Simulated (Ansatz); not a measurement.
**C₂H₇BFGaS: geometry and vibrations**

The task is to find a stationary geometry of C₂H₇BFGaS, check the end point by its vibrations and derive ideal-gas thermochemistry.

Program: Ansatz 0.2.0, Gaussian basis. Level of theory: RKS PBE0-D4/def2-TZVP. These are calculated values, not measurements.

The runs, in order: relaxation at PBE0-D4/def2-TZVP; harmonic vibrations at the same level.

1 further run of the same task is left out (set aside as unsound or not needed).

## 1. The system as given

SMILES `BS[C](C)(F)[GaH2]`, 13 atoms, charge 0, spin multiplicity 1.

Atoms are counted from 1 here; the program's logs count them from 0.

Bond lengths: B1–S2 1.752 Å, B1–H7 1.171 Å, B1–H8 1.165 Å, S2–C3 1.879 Å, C3–C4 1.504 Å, C3–F5 1.433 Å, C3–Ga6 2.020 Å, C4–H9 1.088 Å, C4–H10 1.090 Å, C4–H11 1.091 Å, Ga6–H12 1.571 Å, Ga6–H13 1.548 Å. Angles: S2–B1–H7 119.8°, S2–B1–H8 116.8°, H7–B1–H8 123.3°, B1–S2–C3 101.8°, S2–C3–C4 112.7°, S2–C3–F5 103.1°, S2–C3–Ga6 87.9°, C4–C3–F5 108.3°, C4–C3–Ga6 147.5°, F5–C3–Ga6 89.9°, C3–C4–H9 110.0°, C3–C4–H10 108.8°, C3–C4–H11 110.8°, H9–C4–H10 109.0°, H9–C4–H11 109.3°, H10–C4–H11 108.9°, C3–Ga6–H12 123.9°, C3–Ga6–H13 112.7° and more.

The start is a GFN2-xTB geometry.

## 2. Optimising with PBE0-D4/def2-TZVP

The input, in.yaml:

```yaml
crystal:
  periodic: [false, false, false]
  atoms:
    - {symbol: B, position_ang: [0.224780, -1.917060, 0.790310]}
    - {symbol: S, position_ang: [1.337880, -0.625270, 0.388830]}
    - {symbol: C, position_ang: [0.188940, 0.649190, -0.377220]}
    - {symbol: C, position_ang: [-0.253530, 0.273460, -1.764950]}
    - {symbol: F, position_ang: [1.014670, 1.816200, -0.469790]}
    - {symbol: Ga, position_ang: [-0.347670, 1.181650, 1.495860]}
    - {symbol: H, position_ang: [-0.912010, -1.806820, 0.533650]}
    - {symbol: H, position_ang: [0.679800, -2.868380, 1.286190]}
    - {symbol: H, position_ang: [-0.898680, -0.601690, -1.726300]}
    - {symbol: H, position_ang: [-0.811460, 1.106170, -2.194250]}
    - {symbol: H, position_ang: [0.606950, 0.059330, -2.401140]}
    - {symbol: H, position_ang: [-1.224810, 0.288140, 2.444000]}
    - {symbol: H, position_ang: [0.395120, 2.445070, 1.994800]}
basis:
  gaussian: {orbitals: def2-TZVP}
hamiltonian: {xc: pbe0, dispersion: d4}
relax: {f_tol: 0.005, max_steps: 150}
```

Started as:

```console
$ ansatz run in.yaml --threads 2 --pin off --events-out ev --progress --plain --max-ram 22528MiB --backend cuda --devices 0, --max-vram 18GiB
```

The runs that follow: Force constants and modes.

Before running them: what should the planned runs give, taken together? Wanted: point group; shift from the start; total energy; dispersion term; dipole moment; lowest, highest wavenumber; zero-point energy.

The runs gave:

```
                  quantity            value
               point group               C1
                     steps               15
shift from the start (rms)          0.366 Å
              total energy   -68780.1931 eV
           dispersion term         -315 meV
             dipole moment           1.74 D
lowest, highest wavenumber    84, 3158 cm⁻¹
         zero-point energy    52.1 kcal/mol
       entropy at 298.15 K  388.7 J/(mol K)
```

**Reading.** The atoms moved 0.37 Å (rms) from the start; the bond that changed most is C3–F5, from 1.433 to 1.386 Å. All wavenumbers are real, so the end point is a minimum. The stiffest mode, 3158 cm⁻¹, is a C–H stretch, and 3 modes under 200 cm⁻¹ make the vibrational entropy uncertain. Harmonic hybrid wavenumbers usually lie a few per cent above measured fundamentals. The largest Mulliken charge, -0.37 e, sits on C4.
